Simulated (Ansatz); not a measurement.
**CH5OSb: basis-set convergence**

An exercise on one series of results from a longer session: the logs are not shown, and one member is left open.

Program: Ansatz 0.2.0, Gaussian basis. Level of theory: one geometry, several basis sets. These are calculated values, not measurements.

The runs, in order: PBE0-D4/def2-SVP; ωB97M-V/def2-SVP; PBE0-D4/def2-QZVPP; ωB97M-V/def2-QZVPP; the functionals' def2-TZVPP values are taken from earlier runs.

### The relaxed structure

All runs share one geometry, relaxed beforehand with PBE0-D4 in a triple-zeta def2 set. Sb takes the def2 core potential; no spin-orbit term is included.

8 atoms, charge 0, spin multiplicity 1.

Atoms are counted from 1 here; the program's logs count them from 0.

Bond lengths: C1–Sb2 2.142 Å, C1–H4 1.091 Å, C1–H5 1.089 Å, C1–H6 1.090 Å, Sb2–O3 1.977 Å, Sb2–H7 1.720 Å, O3–H8 0.960 Å. Angles: Sb2–C1–H4 110.0°, Sb2–C1–H5 109.7°, Sb2–C1–H6 108.1°, H4–C1–H5 109.4°, H4–C1–H6 109.8°, H5–C1–H6 109.8°, C1–Sb2–O3 93.0°, C1–Sb2–H7 92.6°, O3–Sb2–H7 94.7°, Sb2–O3–H8 110.4°.

Set-up of the first run:

in.yaml reads:

```yaml
crystal:
  periodic: [false, false, false]
  atoms:
    - {symbol: C, position_ang: [-0.716805, 0.886101, -0.309704]}
    - {symbol: Sb, position_ang: [0.912691, 0.033580, 0.788791]}
    - {symbol: O, position_ang: [0.358003, -1.819492, 0.378431]}
    - {symbol: H, position_ang: [-0.464659, 1.899552, -0.625771]}
    - {symbol: H, position_ang: [-1.607583, 0.913152, 0.317005]}
    - {symbol: H, position_ang: [-0.899574, 0.262285, -1.184370]}
    - {symbol: H, position_ang: [1.984782, 0.160598, -0.549638]}
    - {symbol: H, position_ang: [0.525446, -2.392976, 1.129559]}
basis:
  gaussian: {orbitals: def2-SVP}
hamiltonian: {xc: pbe0, dispersion: d4}
output: {orbitals: {seedname: orbitals}}
```

Run with:

```bash
ansatz run in.yaml --threads 2 --pin off --events-out ev --progress --plain --max-ram 4352MiB
```

Among the steps run: PBE0-D4 in def2-SVP; ωB97M-V in def2-SVP; PBE0-D4 in def2-QZVPP; ωB97M-V in def2-QZVPP.

One of the session's tables, all rows but one given; the rest of the session is left out.

It belongs to the step «Functionals by basis». 

| functional | basis | HOMO (eV) |
| --- | --- | --- |
| PBE0-D4 | def2-SVP | ? |
| PBE0-D4 | def2-TZVPP | -6.98 |
| PBE0-D4 | def2-QZVPP | -7.02 |
| ωB97M-V | def2-SVP | -8.92 |
| ωB97M-V | def2-TZVPP | -9.10 |
| ωB97M-V | def2-QZVPP | -9.14 |

Q: Estimate the row for PBE0-D4, def2-SVP from the others.

**Answer.** HOMO (eV): -6.84. In the column «HOMO (eV)» it is the highest.
